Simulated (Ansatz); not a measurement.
# Sn: a strain scan

The task, for Sn: see how energy and stress answer to the strain pattern (0, 0, 0, 0, 0, 1).

Method: DFT r2SCAN, scalar-relativistic, plane waves, PAW, in Ansatz 0.2.0.

## 1. The starting structure

The structure is tetragonal, space group I4/mmm (No. 139). Conventional cell: a = 3.182 Å, b = 3.182 Å, c = 5.831 Å, α = 90.00°, β = 90.00°, γ = 90.00°. Around Sn (site symmetry 4/mmm) lie 4 Sn at 3.18 Å.

Coordinates:

```
Sn
1.0
    -1.59075    1.59075    2.91565
     1.59075   -1.59075    2.91565
     1.59075    1.59075   -2.91565
Sn
1
Cartesian
  0.0000 0.0000 0.0000
```

The cell is taken as given, not relaxed at this level.

## 2. The reference cell

Reference values: F = -6038.3664 eV; pressure -2.79 GPa; largest force 0.000 eV/Å; gap on the mesh none (metal). It was computed beforehand with the settings of the runs below.

## 3. Next: a strain scan

The cell is strained by ε times the Voigt pattern (0, 0, 0, 0, 0, 1) (xx, yy, zz, yz, xz, xy; engineering shear), with fractional coordinates fixed (clamped ions). The stress on the pattern is the sum of the stress components weighted by it, tension positive.

## 4. Point ε = -0.1500

File input.yaml:

```yaml
crystal:
  lattice:
    - [-1.71005625, 1.71005625, 2.91565]
    - [1.71005625, -1.71005625, 2.91565]
    - [1.47144375, 1.47144375, -2.91565]
  atoms:
    - { symbol: Sn, position: [0.0, 0.0, 0.0] }
basis:
  ecutwfc: 500
kpoints:
  mp_grid: { grid: [20, 20, 20] }
hamiltonian:
  xc: r2scan
scf:
  occupations: { method: gaussian, width: 0.15 }
output:
  forces: true
  stress: true
  eigenvalues: true
```

The run is started by

```bash
> ansatz run input.yaml --threads 1 --pin off --max-ram 2560MiB --backend cpu --events-out ev --progress --plain --runs-dir out
```

## 5. Point ε = 0.1125

input.yaml: that of step 4 with these lines changed.

```diff
@@ -2,5 +2,5 @@
   lattice:
-    - [-1.71005625, 1.71005625, 2.91565]
-    - [1.71005625, -1.71005625, 2.91565]
-    - [1.47144375, 1.47144375, -2.91565]
+    - [-1.5012703125, 1.5012703125, 2.91565]
+    - [1.5012703125, -1.5012703125, 2.91565]
+    - [1.6802296875, 1.6802296875, -2.91565]
   atoms:
```

## 6. At ε = -0.0750

input.yaml: that of step 5 with these lines changed.

```diff
@@ -2,5 +2,5 @@
   lattice:
-    - [-1.5012703125, 1.5012703125, 2.91565]
-    - [1.5012703125, -1.5012703125, 2.91565]
-    - [1.6802296875, 1.6802296875, -2.91565]
+    - [-1.650403125, 1.650403125, 2.91565]
+    - [1.650403125, -1.650403125, 2.91565]
+    - [1.531096875, 1.531096875, -2.91565]
   atoms:
```

## 7. ε = 0.0375

input.yaml: that of step 6 with these lines changed.

```diff
@@ -2,5 +2,5 @@
   lattice:
-    - [-1.650403125, 1.650403125, 2.91565]
-    - [1.650403125, -1.650403125, 2.91565]
-    - [1.531096875, 1.531096875, -2.91565]
+    - [-1.5609234375, 1.5609234375, 2.91565]
+    - [1.5609234375, -1.5609234375, 2.91565]
+    - [1.6205765625, 1.6205765625, -2.91565]
   atoms:
```

## 8. ε = 0.1312

input.yaml: that of step 7 with these lines changed.

```diff
@@ -2,5 +2,5 @@
   lattice:
-    - [-1.5609234375, 1.5609234375, 2.91565]
-    - [1.5609234375, -1.5609234375, 2.91565]
-    - [1.6205765625, 1.6205765625, -2.91565]
+    - [-1.4863968, 1.4863968, 2.91565]
+    - [1.4863968, -1.4863968, 2.91565]
+    - [1.6951032, 1.6951032, -2.91565]
   atoms:
```

## 9. Point ε = 0.0937

input.yaml: that of step 8 with these lines changed.

```diff
@@ -2,5 +2,5 @@
   lattice:
-    - [-1.4863968, 1.4863968, 2.91565]
-    - [1.4863968, -1.4863968, 2.91565]
-    - [1.6951032, 1.6951032, -2.91565]
+    - [-1.5162233625, 1.5162233625, 2.91565]
+    - [1.5162233625, -1.5162233625, 2.91565]
+    - [1.6652766375, 1.6652766375, -2.91565]
   atoms:
```

## 10. ε = 0.0562

File input.yaml:

```yaml
crystal:
  lattice:
    - [-1.546049925, 1.546049925, 2.91565]
    - [1.546049925, -1.546049925, 2.91565]
    - [1.635450075, 1.635450075, -2.91565]
  atoms:
    - { symbol: Sn, position: [0.0, 0.0, 0.0] }
basis:
  ecutwfc: 500
kpoints:
  mp_grid: { grid: [20, 20, 20] }
hamiltonian:
  xc: r2scan
scf:
  occupations: { method: gaussian, width: 0.15 }
output:
  forces: true
  stress: true
  eigenvalues: true
  write_density: true
  write_potential: true
  elf: true
  volumetric_format: npy
```

## 11. At ε = 0.0187

input.yaml: that of step 10 with these lines changed.

```diff
@@ -2,5 +2,5 @@
   lattice:
-    - [-1.546049925, 1.546049925, 2.91565]
-    - [1.546049925, -1.546049925, 2.91565]
-    - [1.635450075, 1.635450075, -2.91565]
+    - [-1.5758764875, 1.5758764875, 2.91565]
+    - [1.5758764875, -1.5758764875, 2.91565]
+    - [1.6056235125, 1.6056235125, -2.91565]
   atoms:
```

(Steps that only read results are left out.)

**Question.** What will these runs give? Wanted: slope of the stress at ε = 0, from the points at -0.0750, 0 and 0.0187.

**Answer**, as computed:

```
                                                              quantity  value
slope of the stress at ε = 0, from the points at -0.0750, 0 and 0.0187  1 GPa
```

**Reading.** From the stress slope, C66 is about 1 GPa with the ions clamped. The step is wide, so higher orders mix in. The reference stands under -2.8 GPa, so this is no zero-stress constant. The undisturbed cell stays the lowest of the sampled points.
